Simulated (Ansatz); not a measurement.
# F3PSi: the cost of one run

Computed with Ansatz 0.2.0 (the levels named in each step, unless a step's input says otherwise).

## 1. Starting point

Bond lengths: F1–Si2 1.592 Å, Si2–F3 1.592 Å, Si2–F4 1.592 Å, Si2–P5 2.184 Å. Angles: F1–Si2–F3 102.7°, F1–Si2–F4 102.7°, F1–Si2–P5 115.6°, F3–Si2–F4 102.7°, F3–Si2–P5 115.6°, F4–Si2–P5 115.6°.

Structure file:

```xyz
5

F    -1.0212    1.3677   -0.1295
Si   -0.2440   -0.0159   -0.0077
F    -0.9304   -0.6914    1.2595
F    -0.8411   -0.8590   -1.2185
P     1.9342    0.1264    0.0611
```

## 2. A rough first relaxation, PBE-D4/def2-SVP

This run stands in another session on the same molecule. It ended at:

```xyz
5

F    -1.0030    1.4396   -0.1336
Si   -0.3083   -0.0202   -0.0098
F    -0.9079   -0.7209    1.3238
F    -0.8142   -0.8969   -1.2764
P     1.9308    0.1262    0.0610
```

## 3. Relaxation, r2SCAN-D4/def2-TZVPP

Input file input.yaml:

```yaml
crystal:
  periodic: [false, false, false]
  atoms:
    - { symbol: F, position_ang: [-1.00303724, 1.43955345, -0.13359818] }
    - { symbol: Si, position_ang: [-0.30828257, -0.02017709, -0.00976288] }
    - { symbol: F, position_ang: [-0.90785051, -0.72093314, 1.32375858] }
    - { symbol: F, position_ang: [-0.81415253, -0.89688618, -1.27637293] }
    - { symbol: P, position_ang: [1.93084286, 0.12618295, 0.06102541] }
magnetization:
  spin_polarized: true
  initial_magnetization: 2
basis:
  gaussian: { orbitals: def2-TZVPP }
hamiltonian:
  xc: r2scan
  dispersion: d4
relax:
  f_tol: 0.002
  max_steps: 150
```

Launch:

```
$ ansatz run input.yaml --threads 4 --pin off --max-ram 10240MiB --backend cpu --events-out ev --progress --plain --runs-dir out
```

Q: Estimate wall time and peak memory on 4 threads of Intel Xeon Platinum 8488C (Sapphire Rapids), shared host.

About 16 s, with a peak of 0.31 GiB.
